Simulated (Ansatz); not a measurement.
# ZrC: a tetragonal deformation path and further scans

Aim: for ZrC, follow a tetragonal deformation at fixed volume and map the energy as every C atom is pushed off its site.

Program: Ansatz 0.2.0. Level of theory: DFT PBEsol, scalar-relativistic, plane waves, PAW. These are calculated values, not measurements.

**1. The system as given**

Symmetry: Fm-3m, No. 225, cubic system. Conventional cell: a = 4.700 Å, b = 4.700 Å, c = 4.700 Å, α = 90.00°, β = 90.00°, γ = 90.00°. Zr (site symmetry m-3m) has 6 C at 2.35 Å as nearest neighbours. C (site symmetry m-3m) has 6 Zr at 2.35 Å as nearest neighbours.

Structure file:

```
CELL_PARAMETERS angstrom
0.00000 2.35021 2.35021
2.35021 0.00000 2.35021
2.35021 2.35021 0.00000
ATOMIC_POSITIONS crystal
Zr 0.50000 0.50000 0.50000
C 0.00000 0.00000 0.00000
```

The cell is taken as given, not relaxed at this level.

**2. The undisturbed cell**

Input file input.yaml:

```yaml
crystal:
  lattice:
    - [0.0, 2.35021, 2.35021]
    - [2.35021, 0.0, 2.35021]
    - [2.35021, 2.35021, 0.0]
  atoms:
    - { symbol: Zr, position: [0.5, 0.5, 0.5] }
    - { symbol: C, position: [0.0, 0.0, 0.0] }
basis:
  ecutwfc: 420
kpoints:
  mp_grid: { grid: [20, 20, 20] }
hamiltonian:
  xc: pbesol
scf:
  occupations: { method: gaussian, width: 0.15 }
output:
  forces: true
  stress: true
  eigenvalues: true
```

On the command line:

```bash
> ansatz run input.yaml --threads 1 --pin off --max-ram 1228MiB --backend cpu --events-out ev --progress --plain --runs-dir out
```

Log, shortened:

```text
Warning: RAYON_NUM_THREADS=1 ignored (pool sized by the plan → 1); use --threads N
[...]
Pseudopotentials: kind: paw
Pseudopotential: Zr, paw, valence charge 12, recommended cutoff 420 eV (normal), Zr.paw.azcp
Pseudopotential: C, paw, valence charge 4, recommended cutoff 420 eV (normal), C.paw.azcp
Functional definition: PBEsol
[...]
Crystal: 2 atoms, lattice volume = 25.963 Å³
Basis set: ecut = 420 eV, 531 PW (Γ), exchange–correlation on 48×48×48 points (8 copies of the dense FFT grid, shifted against one another)
Bands: 12, of which v1, the nominal top of the filled ones, is band 8 counted from 1 (7 counted from 0)
Symmetry: 48 space group operations
Space group: Fm-3m (ITA 225), of the structure as read, at distance tolerance 3.0e-5 Å
k-points: 256 of 8000
[...]
SCF iter   1: F=—  HF=-4377.173419 eV  |F-HF|=—  |Δ(HF+E_count)|=         —  Δρ=8.67e-3  dr2=2.48e-2  ethr=1.77e-3  ⟨swp⟩=5.0  Hψ=15382  notcnv=0
[...]
SCF iter   6: F=-4377.167297 eV  HF=-4377.167297 eV  |F-HF|=9.09e-11  |Δ(HF+E_count)|=   3.77e-8  Δρ=1.44e-6  dr2=2.49e-10  ethr=5.43e-10  ⟨swp⟩=2.4  Hψ=11328  notcnv=0
[...]
SCF converged after 6 iterations
Free energy (F): -4377.167297 eV
[...]
E sigma→0 (E₀):  -4377.165611 eV
Entropy (-TS):   -0.003371 eV (-1.686 meV/atom)
Fermi energy:    14.751342 eV
[...]
--- Forces (eV/Å), atoms counted from 1 ---
  atom   1  Zr     0.00000000    -0.00000000     0.00000000
  atom   2  C     -0.00000000     0.00000000     0.00000000
[...]
--- Stress (GPa, compression-positive) ---
       -4.560570       0.000000      -0.000000
       -0.000000      -4.560570       0.000000
       -0.000000      -0.000000      -4.560570
  P = ⅓ Tr σ = -4.5606 GPa (-45.606 kbar)
--- Band table (eV; the first three rows and the last of 256) ---
  k-point 0: bands = ["-33.2328", "-10.9732", "-10.9732", "-10.9732", "3.4552", "15.6921", "15.6921", "15.6921", "15.7992", "15.7992", "15.7992", "17.5462"]
[...]
```

Run time: 3.7 s. Hardware: 1 thread of an Arm CPU, shared host; peak memory 0.41 GiB.

Reference values: F = -4377.1673 eV; pressure -4.56 GPa; largest force 0.000 eV/Å; gap on the mesh none (metal).

**3. Next: a tetragonal deformation path**

At fixed volume and fractional coordinates, lengths along (0.000, 0.000, 1.000) are scaled against those across it; ρ is that ratio over its starting value.

**4. ρ = 0.707**

Changes to input.yaml since step 2:

```diff
@@ -2,5 +2,5 @@
   lattice:
-    - [0.0, 2.35021, 2.35021]
-    - [2.35021, 0.0, 2.35021]
-    - [2.35021, 2.35021, 0.0]
+    - [0.0, 2.6381543344, 1.8651751144]
+    - [2.6381543344, 0.0, 1.8651751144]
+    - [2.6381543344, 2.6381543344, 0.0]
   atoms:
```

On the command line:

```bash
> ansatz run input.yaml --threads 1 --pin off --max-ram 1228MiB --backend cpu --events-out ev --progress --plain --runs-dir out
```

Log, shortened:

```text
Warning: RAYON_NUM_THREADS=1 ignored (pool sized by the plan → 1); use --threads N
[...]
[... 4 set-up lines as earlier in the session ...]
[...]
Crystal: 2 atoms, lattice volume = 25.963 Å³
Basis set: ecut = 420 eV, 531 PW (Γ), exchange–correlation on 48×48×50 points (8 copies of the dense FFT grid, shifted against one another)
Bands: 12, of which v1, the nominal top of the filled ones, is band 8 counted from 1 (7 counted from 0)
Symmetry: 16 space group operations
Space group: I4/mmm (ITA 139), of the structure as read, at distance tolerance 3.0e-5 Å
k-points: 641 of 8000
[...]
SCF iter   1: F=—  HF=-4373.946517 eV  |F-HF|=—  |Δ(HF+E_count)|=         —  Δρ=1.25e-2  dr2=4.84e-2  ethr=1.77e-3  ⟨swp⟩=5.0  Hψ=39474  notcnv=0
[...]
SCF iter   6: F=-4373.936409 eV  HF=-4373.936409 eV  |F-HF|=4.79e-9  |Δ(HF+E_count)|=   2.44e-8  Δρ=1.07e-5  dr2=2.59e-8  ethr=6.25e-10  ⟨swp⟩=5.8  Hψ=36177  notcnv=0
[...]
SCF converged after 6 iterations
Free energy (F): -4373.936409 eV
[...]
E sigma→0 (E₀):  -4373.932061 eV
Entropy (-TS):   -0.008697 eV (-4.349 meV/atom)
Fermi energy:    15.324970 eV
[...]
--- Forces (eV/Å), atoms counted from 1 ---
  atom   1  Zr     0.00000000     0.00000000     0.00000000
  atom   2  C      0.00000000     0.00000000     0.00000000
[...]
--- Stress (GPa, compression-positive) ---
      -21.559223       0.000000       0.000000
        0.000000     -21.559223       0.000000
        0.000000       0.000000     161.288115
  P = ⅓ Tr σ = 39.3899 GPa (393.899 kbar)
--- Band table (eV; the first three rows and the last of 641) ---
  k-point 0: bands = ["-32.9828", "-11.4808", "-10.6909", "-10.6909", "3.3046", "14.5881", "14.7688", "14.7688", "15.4114", "15.4114", "15.6643", "18.3765"]
[...]
```

Run time: 9.6 s. Hardware: 1 thread of an Arm CPU, shared host; peak memory 0.52 GiB.

**5. At ρ = 1.414**

Changes to input.yaml since step 4:

```diff
@@ -2,5 +2,5 @@
   lattice:
-    - [0.0, 2.6381543344, 1.8651751144]
-    - [2.6381543344, 0.0, 1.8651751144]
-    - [2.6381543344, 2.6381543344, 0.0]
+    - [0.0, 2.0939044828, 2.9607809387]
+    - [2.0939044828, 0.0, 2.9607809387]
+    - [2.0939044828, 2.0939044828, 0.0]
   atoms:
```

On the command line:

```bash
> ansatz run input.yaml --threads 1 --pin off --max-ram 1228MiB --backend cpu --events-out ev --progress --plain --runs-dir out
```

Log, shortened:

```text
Warning: RAYON_NUM_THREADS=1 ignored (pool sized by the plan → 1); use --threads N
[...]
[... 4 set-up lines as earlier in the session ...]
[...]
Crystal: 2 atoms, lattice volume = 25.963 Å³
Basis set: ecut = 420 eV, 485 PW (Γ), exchange–correlation on 50×50×40 points (8 copies of the dense FFT grid, shifted against one another)
Bands: 12, of which v1, the nominal top of the filled ones, is band 8 counted from 1 (7 counted from 0)
[... 2 set-up lines as earlier in the session ...]
k-points: 641 of 8000
[...]
SCF iter   1: F=—  HF=-4375.140096 eV  |F-HF|=—  |Δ(HF+E_count)|=         —  Δρ=1.37e-2  dr2=5.96e-2  ethr=1.77e-3  ⟨swp⟩=5.0  Hψ=38755  notcnv=0
[...]
SCF iter   6: F=-4375.125869 eV  HF=-4375.125869 eV  |F-HF|=2.59e-9  |Δ(HF+E_count)|=   1.07e-8  Δρ=7.95e-6  dr2=1.27e-8  ethr=6.25e-10  ⟨swp⟩=5.6  Hψ=34911  notcnv=0
[...]
SCF converged after 6 iterations
Free energy (F): -4375.125869 eV
[...]
E sigma→0 (E₀):  -4375.124271 eV
Entropy (-TS):   -0.003196 eV (-1.598 meV/atom)
Fermi energy:    14.854034 eV
[...]
--- Forces (eV/Å), atoms counted from 1 ---
  atom   1  Zr     0.00000000     0.00000000     0.00000000
  atom   2  C     -0.00000000     0.00000000     0.00000000
[...]
--- Stress (GPa, compression-positive) ---
       77.993414       0.000000       0.000000
        0.000000      77.993414       0.000000
        0.000000       0.000000     -30.422120
  P = ⅓ Tr σ = 41.8549 GPa (418.549 kbar)
--- Band table (eV; the first three rows and the last of 641) ---
  k-point 0: bands = ["-32.8719", "-10.9834", "-10.5092", "-10.5092", "3.3568", "13.6833", "13.8374", "14.6797", "16.2744", "16.2744", "17.5740", "17.5740"]
[...]
```

Wall time 9.6 s (1 thread of an Arm CPU, shared host); peak memory 0.52 GiB.

**6. ρ = 0.850**

Changes to input.yaml since step 5:

```diff
@@ -2,5 +2,5 @@
   lattice:
-    - [0.0, 2.0939044828, 2.9607809387]
-    - [2.0939044828, 0.0, 2.9607809387]
-    - [2.0939044828, 2.0939044828, 0.0]
+    - [0.0, 2.4810395913, 2.1088836526]
+    - [2.4810395913, 0.0, 2.1088836526]
+    - [2.4810395913, 2.4810395913, 0.0]
   atoms:
```

On the command line:

```bash
> ansatz run input.yaml --threads 1 --pin off --max-ram 1228MiB --backend cpu --events-out ev --progress --plain --runs-dir out
```

Log, shortened:

```text
Warning: RAYON_NUM_THREADS=1 ignored (pool sized by the plan → 1); use --threads N
[...]
[... 4 set-up lines as earlier in the session ...]
[...]
Crystal: 2 atoms, lattice volume = 25.963 Å³
Basis set: ecut = 420 eV, 503 PW (Γ), exchange–correlation on 48×48×48 points (8 copies of the dense FFT grid, shifted against one another)
Bands: 12, of which v1, the nominal top of the filled ones, is band 8 counted from 1 (7 counted from 0)
[... 2 set-up lines as earlier in the session ...]
k-points: 641 of 8000
[...]
SCF iter   1: F=—  HF=-4376.568078 eV  |F-HF|=—  |Δ(HF+E_count)|=         —  Δρ=1.06e-2  dr2=3.81e-2  ethr=1.77e-3  ⟨swp⟩=5.0  Hψ=38742  notcnv=0
[...]
SCF iter   6: F=-4376.558731 eV  HF=-4376.558731 eV  |F-HF|=1.65e-9  |Δ(HF+E_count)|=   4.20e-8  Δρ=4.53e-6  dr2=2.98e-9  ethr=6.25e-10  ⟨swp⟩=4.9  Hψ=29822  notcnv=0
[...]
SCF converged after 6 iterations
Free energy (F): -4376.558731 eV
[...]
E sigma→0 (E₀):  -4376.556723 eV
Entropy (-TS):   -0.004017 eV (-2.008 meV/atom)
Fermi energy:    14.794197 eV
[...]
--- Forces (eV/Å), atoms counted from 1 ---
  atom   1  Zr     0.00000000     0.00000000    -0.00000000
  atom   2  C     -0.00000000     0.00000000     0.00000000
[...]
--- Stress (GPa, compression-positive) ---
      -18.581040       0.000000       0.000000
        0.000000     -18.581040       0.000000
        0.000000      -0.000000      57.515611
  P = ⅓ Tr σ = 6.7845 GPa (67.845 kbar)
--- Band table (eV; the first three rows and the last of 641) ---
  k-point 0: bands = ["-33.1408", "-10.9659", "-10.9038", "-10.9038", "3.4314", "15.3652", "15.3652", "15.4355", "15.4355", "16.4948", "16.6356", "16.8879"]
[...]
```

Run time: 9.1 s. Hardware: 1 thread of an Arm CPU, shared host; peak memory 0.52 GiB.

**7. ρ = 1.200**

Changes to input.yaml since step 6:

```diff
@@ -2,5 +2,5 @@
   lattice:
-    - [0.0, 2.4810395913, 2.1088836526]
-    - [2.4810395913, 0.0, 2.1088836526]
-    - [2.4810395913, 2.4810395913, 0.0]
+    - [0.0, 2.2116322854, 2.6539587425]
+    - [2.2116322854, 0.0, 2.6539587425]
+    - [2.2116322854, 2.2116322854, 0.0]
   atoms:
```

On the command line:

```bash
> ansatz run input.yaml --threads 1 --pin off --max-ram 1228MiB --backend cpu --events-out ev --progress --plain --runs-dir out
```

Log, shortened:

```text
[...]
SCF converged after 6 iterations
Free energy (F): -4376.592328 eV
[...]
E sigma→0 (E₀):  -4376.590686 eV
Entropy (-TS):   -0.003285 eV (-1.643 meV/atom)
Fermi energy:    14.841990 eV
[...]
--- Forces (eV/Å), atoms counted from 1 ---
  atom   1  Zr     0.00000000     0.00000000    -0.00000000
  atom   2  C     -0.00000000    -0.00000000     0.00000000
[...]
--- Stress (GPa, compression-positive) ---
       28.138881       0.000000       0.000000
        0.000000      28.138881       0.000000
        0.000000       0.000000     -28.849575
  P = ⅓ Tr σ = 9.1427 GPa (91.427 kbar)
--- Band table (eV; the first three rows and the last of 641) ---
  k-point 0: bands = ["-33.1008", "-11.0238", "-10.7930", "-10.7930", "3.4297", "14.7148", "15.1708", "15.4950", "15.9934", "15.9934", "16.6020", "16.6020"]
[...]
```

Wall time 9.2 s (1 thread of an Arm CPU, shared host); peak memory 0.52 GiB.

**8. All points together**

Collected from the runs (energy zero: the undisturbed cell):

```
    ρ  ΔE (meV/atom)  pressure (GPa)  space group
0.707         1615.4            39.4       I4/mmm
0.850          304.3             6.8       I4/mmm
1.000            0.0            -4.6        Fm-3m
1.200          287.5             9.1       I4/mmm
1.414         1020.7            41.9       I4/mmm
```

**9. The reference cell**

The reference gives a free energy of -4377.1671 eV, pressure -4.56 GPa, largest force 0.000 eV/Å and gap on the mesh none (metal). It was computed beforehand with the settings of the runs below.

**10. The scan: a sublattice displacement scan**

Every C atom is moved by x along the Cartesian unit vector (0.000, 0.000, 1.000); the cell and all other atoms stay fixed. Forces below are components along that vector, summed over the moved atoms.

**11. x = -0.100 Å**

Input file input.yaml:

```yaml
crystal:
  lattice:
    - [0.0, 2.35021, 2.35021]
    - [2.35021, 0.0, 2.35021]
    - [2.35021, 2.35021, 0.0]
  atoms:
    - { symbol: Zr, position: [0.5, 0.5, 0.5] }
    - { symbol: C, position: [-0.0212746946, -0.0212746946, 0.0212746946] }
basis:
  ecutwfc: 420
kpoints:
  mp_grid: { grid: [18, 18, 18] }
hamiltonian:
  xc: pbesol
scf:
  occupations: { method: gaussian, width: 0.15 }
output:
  forces: true
  stress: true
  eigenvalues: true
```

On the command line:

```bash
> ansatz run input.yaml --threads 1 --pin off --max-ram 1228MiB --backend cpu --events-out ev --progress --plain --runs-dir out
```

Log, shortened:

```text
Warning: RAYON_NUM_THREADS=1 ignored (pool sized by the plan → 1); use --threads N
[...]
[... 4 set-up lines as earlier in the session ...]
[...]
Crystal: 2 atoms, lattice volume = 25.963 Å³
Basis set: ecut = 420 eV, 531 PW (Γ), exchange–correlation on 48×48×48 points (8 copies of the dense FFT grid, shifted against one another)
Bands: 12, of which v1, the nominal top of the filled ones, is band 8 counted from 1 (7 counted from 0)
Symmetry: 8 space group operations
Space group: I4mm (ITA 107), of the structure as read, at distance tolerance 3.0e-5 Å
k-points: 480 of 5832 (time reversal used)
[...]
SCF iter   1: F=—  HF=-4377.138493 eV  |F-HF|=—  |Δ(HF+E_count)|=         —  Δρ=8.54e-3  dr2=2.38e-2  ethr=1.77e-3  ⟨swp⟩=5.0  Hψ=28854  notcnv=0
[...]
SCF iter   6: F=-4377.132617 eV  HF=-4377.132617 eV  |F-HF|=9.81e-9  |Δ(HF+E_count)|=   9.37e-8  Δρ=9.59e-6  dr2=1.46e-8  ethr=6.25e-10  ⟨swp⟩=4.9  Hψ=21222  notcnv=0
[...]
SCF converged after 6 iterations
Free energy (F): -4377.132617 eV
[...]
E sigma→0 (E₀):  -4377.131097 eV
Entropy (-TS):   -0.003040 eV (-1.520 meV/atom)
Fermi energy:    14.786262 eV
[...]
--- Forces (eV/Å), atoms counted from 1 ---
  atom   1  Zr     0.00000000     0.00000000    -0.68490529
  atom   2  C      0.00000000     0.00000000     0.68487456
[...]
--- Stress (GPa, compression-positive) ---
       -4.656927       0.000000       0.000000
        0.000000      -4.656927       0.000000
        0.000000       0.000000      -2.032741
  P = ⅓ Tr σ = -3.7822 GPa (-37.822 kbar)
--- Band table (eV; the first three rows and the last of 480) ---
  k-point 0: bands = ["-33.2324", "-10.9769", "-10.9745", "-10.9745", "3.4663", "15.1723", "15.1723", "15.4279", "15.7979", "16.3482", "16.3482", "17.5474"]
[...]
```

It took 11 s on 1 thread of an Arm CPU, shared host; peak memory 0.52 GiB.

**12. x = 0.075 Å**

Changes to input.yaml since step 11:

```diff
@@ -7,3 +7,3 @@
     - { symbol: Zr, position: [0.5, 0.5, 0.5] }
-    - { symbol: C, position: [-0.0212746946, -0.0212746946, 0.0212746946] }
+    - { symbol: C, position: [0.015956021, 0.015956021, -0.015956021] }
 basis:
```

On the command line:

```bash
> ansatz run input.yaml --threads 1 --pin off --max-ram 1228MiB --backend cpu --events-out ev --progress --plain --runs-dir out
```

Log, shortened:

```text
Warning: RAYON_NUM_THREADS=1 ignored (pool sized by the plan → 1); use --threads N
[...]
[... 4 set-up lines as earlier in the session ...]
[...]
Crystal: 2 atoms, lattice volume = 25.963 Å³
Basis set: ecut = 420 eV, 531 PW (Γ), exchange–correlation on 48×48×48 points (8 copies of the dense FFT grid, shifted against one another)
Bands: 12, of which v1, the nominal top of the filled ones, is band 8 counted from 1 (7 counted from 0)
[... 2 set-up lines as earlier in the session ...]
k-points: 480 of 5832 (time reversal used)
[...]
SCF iter   1: F=—  HF=-4377.153601 eV  |F-HF|=—  |Δ(HF+E_count)|=         —  Δρ=8.61e-3  dr2=2.44e-2  ethr=1.77e-3  ⟨swp⟩=5.0  Hψ=28830  notcnv=0
[...]
SCF iter   6: F=-4377.147609 eV  HF=-4377.147609 eV  |F-HF|=7.68e-9  |Δ(HF+E_count)|=   7.31e-8  Δρ=8.66e-6  dr2=1.17e-8  ethr=6.25e-10  ⟨swp⟩=4.4  Hψ=19981  notcnv=0
[...]
SCF converged after 6 iterations
Free energy (F): -4377.147609 eV
[...]
E sigma→0 (E₀):  -4377.145905 eV
Entropy (-TS):   -0.003408 eV (-1.704 meV/atom)
Fermi energy:    14.769099 eV
[...]
--- Forces (eV/Å), atoms counted from 1 ---
  atom   1  Zr     0.00000000     0.00000000     0.51551589
  atom   2  C      0.00000000     0.00000000    -0.51549244
[...]
--- Stress (GPa, compression-positive) ---
       -4.611614       0.000000       0.000000
        0.000000      -4.611614       0.000000
        0.000000       0.000000      -3.158293
  P = ⅓ Tr σ = -4.1272 GPa (-41.272 kbar)
--- Band table (eV; the first three rows and the last of 480) ---
  k-point 0: bands = ["-33.2326", "-10.9753", "-10.9739", "-10.9739", "3.4613", "15.3115", "15.3115", "15.5329", "15.7985", "16.1962", "16.1962", "17.5469"]
[...]
```

Wall time 11 s (1 thread of an Arm CPU, shared host); peak memory 0.52 GiB.

**13. Point x = -0.050 Å**

Changes to input.yaml since step 12:

```diff
@@ -7,3 +7,3 @@
     - { symbol: Zr, position: [0.5, 0.5, 0.5] }
-    - { symbol: C, position: [0.015956021, 0.015956021, -0.015956021] }
+    - { symbol: C, position: [-0.0106373473, -0.0106373473, 0.0106373473] }
 basis:
```

On the command line:

```bash
> ansatz run input.yaml --threads 1 --pin off --max-ram 1228MiB --backend cpu --events-out ev --progress --plain --runs-dir out
```

Log, shortened:

```text
Warning: RAYON_NUM_THREADS=1 ignored (pool sized by the plan → 1); use --threads N
[...]
[... 4 set-up lines as earlier in the session ...]
[...]
Crystal: 2 atoms, lattice volume = 25.963 Å³
Basis set: ecut = 420 eV, 531 PW (Γ), exchange–correlation on 48×48×48 points (8 copies of the dense FFT grid, shifted against one another)
Bands: 12, of which v1, the nominal top of the filled ones, is band 8 counted from 1 (7 counted from 0)
[... 2 set-up lines as earlier in the session ...]
k-points: 480 of 5832 (time reversal used)
[...]
SCF iter   1: F=—  HF=-4377.164463 eV  |F-HF|=—  |Δ(HF+E_count)|=         —  Δρ=8.64e-3  dr2=2.46e-2  ethr=1.77e-3  ⟨swp⟩=5.0  Hψ=28839  notcnv=0
[...]
SCF iter   6: F=-4377.158399 eV  HF=-4377.158399 eV  |F-HF|=6.09e-9  |Δ(HF+E_count)|=   5.66e-8  Δρ=7.69e-6  dr2=9.14e-9  ethr=6.25e-10  ⟨swp⟩=4.3  Hψ=18968  notcnv=0
[...]
SCF converged after 6 iterations
Free energy (F): -4377.158399 eV
[...]
E sigma→0 (E₀):  -4377.156607 eV
Entropy (-TS):   -0.003584 eV (-1.792 meV/atom)
Fermi energy:    14.757493 eV
[...]
--- Forces (eV/Å), atoms counted from 1 ---
  atom   1  Zr     0.00000000     0.00000000    -0.34701353
  atom   2  C      0.00000000     0.00000000     0.34699363
[...]
--- Stress (GPa, compression-positive) ---
       -4.580263       0.000000       0.000000
        0.000000      -4.580263       0.000000
        0.000000       0.000000      -3.943396
  P = ⅓ Tr σ = -4.3680 GPa (-43.680 kbar)
--- Band table (eV; the first three rows and the last of 480) ---
  k-point 0: bands = ["-33.2328", "-10.9742", "-10.9736", "-10.9736", "3.4580", "15.4517", "15.4517", "15.6173", "15.7989", "16.0470", "16.0470", "17.5466"]
[...]
```

It took 11 s on 1 thread of an Arm CPU, shared host; peak memory 0.52 GiB.

**14. All points together**

All points in order; energies are free energies above the reference cell:

```
 x (Å)  ΔE (meV/cell)  force on the moved atoms (eV/Å)  pressure (GPa)
-0.100           34.5                            0.685            -3.8
-0.050            8.7                            0.347            -4.4
 0.000            0.0                            0.000            -4.6
 0.075           19.5                           -0.515            -4.1
```

**15. What came out**

| quantity | value |
| --- | --- |
| highest point (tetragonal deformation path) | 1615.4 meV/atom at ρ = 0.707 |
| force constant along x, from the points at -0.050, 0 and 0.075 Å (sublattice displacement scan) | 6.91 eV/Å² |

Tetragonal deformation path: no sampled point lies below the undisturbed cell. No further minimum shows among the sampled points. Sublattice displacement scan: near the site the force constant is 6.91 eV/Å². No sampled point lies below the undisturbed cell.
